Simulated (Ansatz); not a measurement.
# CH₃FO₂SW: how energies converge with the basis set

Aim: see how fast density functionals converge with the basis set for CH₃FO₂SW.

Method: one geometry, several basis sets; program: Ansatz 0.2.0, Gaussian basis.

Plan: PBE0-D4/def2-SVP; ωB97M-V/def2-SVP; PBE0-D4/def2-QZVPP; ωB97M-V/def2-QZVPP; the functionals' def2-TZVPP values are taken from earlier runs.

### Step 1. The geometry

The geometry comes from an earlier relaxation with PBE0-D4 in a triple-zeta def2 set; it is a stationary point, not always the lowest conformer. W takes the def2 core potential; no spin-orbit term is included.

9 atoms, charge 0, spin multiplicity 1.

Atoms are counted from 1 here; the program's logs count them from 0.

Bond lengths: C1–O2 1.410 Å, C1–H7 1.092 Å, C1–H8 1.091 Å, C1–H9 1.091 Å, O2–W3 1.836 Å, W3–O4 1.697 Å, W3–F5 1.857 Å, W3–S6 2.131 Å. Angles: O2–C1–H7 110.1°, O2–C1–H8 108.4°, O2–C1–H9 109.1°, H7–C1–H8 109.9°, H7–C1–H9 109.9°, H8–C1–H9 109.4°, C1–O2–W3 143.7°, O2–W3–O4 108.5°, O2–W3–F5 111.1°, O2–W3–S6 108.1°, O4–W3–F5 110.0°, O4–W3–S6 108.5°, F5–W3–S6 110.5°.

### Step 2. PBE0-D4 in def2-SVP

in.yaml

```yaml
crystal:
  periodic: [false, false, false]
  atoms:
    - {symbol: C, position_ang: [0.796166, -1.383143, -0.064371]}
    - {symbol: O, position_ang: [0.009448, -0.319908, -0.554172]}
    - {symbol: W, position_ang: [-0.794071, 1.263689, -0.085913]}
    - {symbol: O, position_ang: [-2.476767, 1.051324, -0.138792]}
    - {symbol: F, position_ang: [-0.291633, 2.635010, -1.233363]}
    - {symbol: S, position_ang: [-0.233136, 1.723366, 1.918183]}
    - {symbol: H, position_ang: [1.270940, -1.096920, 0.876762]}
    - {symbol: H, position_ang: [1.559335, -1.617117, -0.808531]}
    - {symbol: H, position_ang: [0.159718, -2.256290, 0.090198]}
basis:
  gaussian: {orbitals: def2-SVP}
hamiltonian: {xc: pbe0, dispersion: d4}
output: {orbitals: {seedname: orbitals}}
```

On the command line:

```
> ansatz run in.yaml --threads 4 --pin off --events-out ev --progress --plain --max-ram 11315MiB
```

After this run come: ωB97M-V in def2-SVP; PBE0-D4 in def2-QZVPP; ωB97M-V in def2-QZVPP.

Before running them: what should the planned runs give, taken together? Wanted: PBE0-D4: double and triple zeta above quadruple; ωB97M-V: double and triple zeta above quadruple.

The runs gave:

| quantity | value |
| --- | --- |
| PBE0-D4: double and triple zeta above quadruple | 14.74, 0.78 eV |
| ωB97M-V: double and triple zeta above quadruple | 14.95, 0.74 eV |

PBE0-D4 gains 13.96 eV from double to triple zeta, then 0.78 eV more. Total energies overstate the basis error of differences, where much of it tends to cancel.
